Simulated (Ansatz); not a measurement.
# CH7FSi2: up Jacob's ladder to CCSD(T)

The task here is to estimate one member of a computed series from the others.

Computed with Ansatz 0.2.0, Gaussian basis. Level: functionals in def2-TZVPP, the program's frozen cores in correlated methods.

The runs, in order: PBE-D4, r2SCAN-D4, PBE0-D4, B3LYP-D4, ωB97X-V, ωB97M-V, B2PLYP; CCSD(T)/def2-TZVPP; MP2/def2-QZVPP; extrapolation to the limit.

## The geometry

The geometry comes from an earlier relaxation with PBE0-D4 in a triple-zeta def2 set; it is a stationary point, not always the lowest conformer.

SMILES `FC[SiH2][SiH3]`, 11 atoms, charge 0, spin multiplicity 1.

Atoms are counted from 1 here; the program's logs count them from 0.

Bond lengths: F1–C2 1.391 Å, C2–Si3 1.902 Å, C2–H5 1.095 Å, C2–H6 1.095 Å, Si3–Si4 2.339 Å, Si3–H7 1.491 Å, Si3–H8 1.488 Å, Si4–H9 1.488 Å, Si4–H10 1.486 Å, Si4–H11 1.488 Å. Angles: F1–C2–Si3 110.2°, F1–C2–H5 108.1°, F1–C2–H6 108.2°, Si3–C2–H5 111.5°, Si3–C2–H6 110.9°, H5–C2–H6 107.9°, C2–Si3–Si4 110.4°, C2–Si3–H7 107.0°, C2–Si3–H8 109.6°, Si4–Si3–H7 110.6°, Si4–Si3–H8 110.6°, H7–Si3–H8 108.5°, Si3–Si4–H9 110.0°, Si3–Si4–H10 110.7°, Si3–Si4–H11 109.7°, H9–Si4–H10 108.9°, H9–Si4–H11 108.6°, H10–Si4–H11 109.0°.

As a file:

```xyz
11

F    -1.7421    1.3928   -0.3072
C    -0.6185    1.5253    0.5028
Si    0.1344   -0.1823    0.8683
Si    0.5504   -1.3339   -1.1249
H    -0.9215    2.0348    1.4234
H     0.1016    2.1675   -0.0151
H     1.4039    0.0506    1.6142
H    -0.7893   -0.9581    1.7396
H     1.2682   -2.6051   -0.8374
H    -0.7218   -1.6487   -1.8252
H     1.4001   -0.5000   -2.0180
```

The first run:

File in.yaml:

```yaml
crystal:
  periodic: [false, false, false]
  atoms:
    - {symbol: F, position_ang: [-1.742138, 1.392820, -0.307178]}
    - {symbol: C, position_ang: [-0.618516, 1.525294, 0.502822]}
    - {symbol: Si, position_ang: [0.134404, -0.182291, 0.868279]}
    - {symbol: Si, position_ang: [0.550362, -1.333933, -1.124941]}
    - {symbol: H, position_ang: [-0.921467, 2.034786, 1.423383]}
    - {symbol: H, position_ang: [0.101572, 2.167494, -0.015097]}
    - {symbol: H, position_ang: [1.403861, 0.050649, 1.614221]}
    - {symbol: H, position_ang: [-0.789313, -0.958114, 1.739637]}
    - {symbol: H, position_ang: [1.268200, -2.605053, -0.837437]}
    - {symbol: H, position_ang: [-0.721798, -1.648737, -1.825201]}
    - {symbol: H, position_ang: [1.400136, -0.500014, -2.017989]}
basis:
  gaussian: {orbitals: def2-TZVPP}
hamiltonian: {xc: pbe, dispersion: d4}
output: {forces: true, orbitals: {seedname: orbitals}}
```

The run is started by

```
$ ansatz run in.yaml --threads 4 --pin off --events-out ev --progress --plain --max-ram 10444MiB
```

Steps of the session up to this table: PBE-D4 (GGA); r2SCAN-D4 (meta-GGA); PBE0-D4 (hybrid); B3LYP-D4 (hybrid); ωB97X-V (range-separated); ωB97M-V (range-separated); B2PLYP (double hybrid); CCSD(T) in def2-TZVPP; MP2 in def2-QZVPP.

One table of the session follows, with a row left open; its other results are not shown here.

It belongs to the step «Atomisation energies». 

```
            method  atomisation energy (eV)
            PBE-D4                   36.430
         r2SCAN-D4                   36.371
           PBE0-D4                   36.090
          B3LYP-D4                   36.355
           ωB97X-V                        ?
           ωB97M-V                   36.393
            B2PLYP                   35.868
     HF/def2-TZVPP                   27.308
    MP2/def2-TZVPP                   35.470
   CCSD/def2-TZVPP                   35.120
CCSD(T)/def2-TZVPP                   35.492
           MP2/CBS                   36.377
       CCSD(T)/CBS                   36.399
```

**Question.** Estimate the row for ωB97X-V.

As computed: atomisation energy (eV): 36.646. In the column «atomisation energy (eV)» it is the highest.

Caveats from the session: Free atoms (1 F, 1 C, 2 Si, 7 H) were run apart at each level; the atomisation energy is their sum less the molecule, without zero-point or spin-orbit terms.
